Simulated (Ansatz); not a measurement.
What does this script print? It uses Ansatz 0.2.0, Python API.

`restart_lif3.py`
```python
"""A run of LiF3 that can be started again."""

import warnings

import ansatz as az


def main() -> None:
    warnings.simplefilter("ignore", az.DeckWarning)

    system = (
        az.Lattice.of((4.418308, 0.0, 0.0), (-2.209154, 3.826367, 0.0), (0.0, 0.0, 4.653021))
        .atom("Li", (1 / 3, 2 / 3, 0.75))
        .atom("Li", (2 / 3, 1 / 3, 0.25))
        .atom("F", (0.168766, 0.337532, 0.25))
        .atom("F", (0.168766, 0.831234, 0.25))
        .atom("F", (0.662468, 0.831234, 0.25))
        .atom("F", (0.831234, 0.662468, 0.75))
        .atom("F", (0.831234, 0.168766, 0.75))
        .atom("F", (0.337532, 0.168766, 0.75))
    )

    base = (
        system.calculation()
        .functional("PBEsol")
        .basis(630)
        .kpoints(5, 5, 4)
        .occupations("Gaussian")
        .scf(max_iterations=60)
        .forces()
        .checkpoint(write="ground.run")
    )
    with az.exiting_at_sigterm():
        res = base.run(resume=True)
    print("returned:", type(res).__name__)
    print(f"F = {res.report['free_energy_ev']:.5f} eV, {res.report['n_iterations']} iterations")


if __name__ == "__main__":
    main()
```

`python restart_lif3.py` gives:
```text
returned: RunOutcome
F = -5200.12516 eV, 6 iterations
```

Output of `python restart_lif3.py`:
```text
returned: CompletedStep
F = -5200.12516 eV, 6 iterations
```

These settings explore the input space; cutoff and mesh may be short of convergence. For a metal this k-point mesh is coarse: on a finer one energies can move by several to tens of meV an atom and pressures by half a GPa or more, differences at one mesh by less. The structure comes from a database of computed cells and needn't be a stable or known phase. Run time: 4.2 s on 1 thread of Arm Neoverse V1, on a shared host, peak memory 0.43 GiB.

(Lines on the test bed's own set-up are left out of the output.)
